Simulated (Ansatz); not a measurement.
# TlCuS2: the cost of one run

Method: DFT r²SCAN without U, plane waves, PAW, no spin–orbit coupling unless a run says so, in Ansatz 0.2.0.

### 1 The structure to begin with

The structure is trigonal, space group R-3m (No. 166). The conventional cell has a = 3.708 Å, b = 3.708 Å, c = 20.193 Å, α = 90.00°, β = 90.00°, γ = 120.00°. Tl (site symmetry -3m) is surrounded by 6 S at 2.94 Å. Cu (site symmetry -3m) is surrounded by 6 S at 2.53 Å. S (site symmetry 3m) has 3 Cu at 2.53 Å and 3 Tl at 2.94 Å as nearest neighbours.

Structure file:

```cif
data_structure
_symmetry_space_group_name_H-M 'R-3m:H'
_symmetry_Int_Tables_number 166
_cell_length_a 3.7081
_cell_length_b 3.7081
_cell_length_c 20.1929
_cell_angle_alpha 90.000
_cell_angle_beta 90.000
_cell_angle_gamma 120.000
_cell_volume 240.46
loop_
_atom_site_label
_atom_site_type_symbol
_atom_site_symmetry_multiplicity
_atom_site_Wyckoff_symbol
_atom_site_fract_x
_atom_site_fract_y
_atom_site_fract_z
_atom_site_occupancy
Tl1 Tl 3 b 0.66667 0.33333 0.83333 1
Cu1 Cu 3 a 0.00000 0.00000 0.00000 1
S1 S 6 c 0.33333 0.66667 0.93337 1
```

Magnetic order typed: ferromagnetic.

### 2 From atoms, symmetry kept, no search

Input file input.yaml:

```yaml
crystal:
  lattice:
    - [1.85406996, 1.07044779, 6.73098148]
    - [-1.85406996, 1.07044779, 6.73098148]
    - [0.0, -2.14089559, 6.73098148]
  atoms:
    - { symbol: Tl, position: [0.5, 0.5, 0.5] }
    - { symbol: Cu, position: [0.0, 0.0, 0.0], spin: 2.0 }
    - { symbol: S, position: [0.2667, 0.2667, 0.2667] }
    - { symbol: S, position: [0.7333, 0.7333, 0.7333] }
basis:
  ecutwfc: 500
  ecutrho_ratio: 4
kpoints:
  mp_grid: { grid: [6, 6, 6] }
hamiltonian:
  xc: r2scan
scf:
  occupations: { method: gaussian, width: 0.05 }
  lower_state_search: "off"
  max_iter: 150
output:
  forces: true
  stress: true
  eigenvalues: true
  populations: true
  hubbard: { sites: [{ site: 1, l: d }] }
magnetization:
  spin_polarized: true
```

On the command line:

```console
$ ansatz run input.yaml --threads 4 --pin off --max-ram 6144MiB --backend cpu --events-out ev --progress --plain --runs-dir out
```

Q: Estimate wall time and peak memory on 4 threads of Arm Neoverse N1, shared host.

About 44 s, with a peak of 0.74 GiB.
